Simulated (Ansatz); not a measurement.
# C2H6AlN: the cost of one run

All numbers below are computed with Ansatz 0.2.0 (RHF/def2-SVP).

**1. The starting structure**

Bond lengths: C1–C2 1.517 Å, C2–N3 1.567 Å, C2–Al4 1.947 Å, N3–Al4 1.744 Å, C1–H5 1.088 Å, C1–H6 1.092 Å, C1–H7 1.088 Å, C2–H8 1.096 Å, N3–H9 1.012 Å, Al4–H10 1.540 Å. Angles (14 of 18 angles, heavy atoms first): C1–C2–N3 113.4°, C1–C2–Al4 128.7°, N3–C2–Al4 58.3°, C2–N3–Al4 71.8°, C2–Al4–N3 49.9°, C1–C2–H8 109.4°, N3–C2–H8 111.1°, Al4–C2–H8 120.8°, C2–C1–H5 110.3°, C2–C1–H6 110.5°, C2–C1–H7 110.8°, C2–N3–H9 116.2°, Al4–N3–H9 171.8°, C2–Al4–H10 155.6°.

Structure file:

```xyz
10

C    -1.1922    0.5710   -0.2047
C    -0.0705   -0.4471   -0.2801
N     0.8095   -0.5022    1.0153
Al    1.8510   -0.1380   -0.3357
H    -1.7038    0.6398   -1.1626
H    -1.9247    0.2782    0.5499
H    -0.8047    1.5533    0.0580
H    -0.4879   -1.4328   -0.5162
H     0.3271   -0.7336    1.8744
H     3.1961    0.2114   -0.9983
```

**2. Relaxing end A**

File input.yaml:

```yaml
crystal:
  periodic: [false, false, false]
  atoms:
    - { symbol: C, position_ang: [-1.19222, 0.571, -0.2047] }
    - { symbol: C, position_ang: [-0.07051, -0.44709, -0.2801] }
    - { symbol: "N", position_ang: [0.80952, -0.50221, 1.01527] }
    - { symbol: Al, position_ang: [1.85103, -0.13797, -0.33572] }
    - { symbol: H, position_ang: [-1.70376, 0.63979, -1.16256] }
    - { symbol: H, position_ang: [-1.92467, 0.27818, 0.54987] }
    - { symbol: H, position_ang: [-0.80475, 1.55329, 0.05803] }
    - { symbol: H, position_ang: [-0.48788, -1.43284, -0.51619] }
    - { symbol: H, position_ang: [0.3271, -0.73355, 1.8744] }
    - { symbol: H, position_ang: [3.19612, 0.2114, -0.99829] }
basis:
  gaussian: { orbitals: def2-SVP }
hamiltonian:
  xc: hf
relax:
  f_tol: 0.02
  max_steps: 50
```

The run is started by

```
ansatz run input.yaml --threads 1 --pin off --max-ram 2048MiB --backend cpu --events-out ev --progress --plain --runs-dir out
```

What time and memory should one allow on 1 thread of Arm Neoverse V1, shared host?

About 13 s, with a peak of 0.16 GiB.
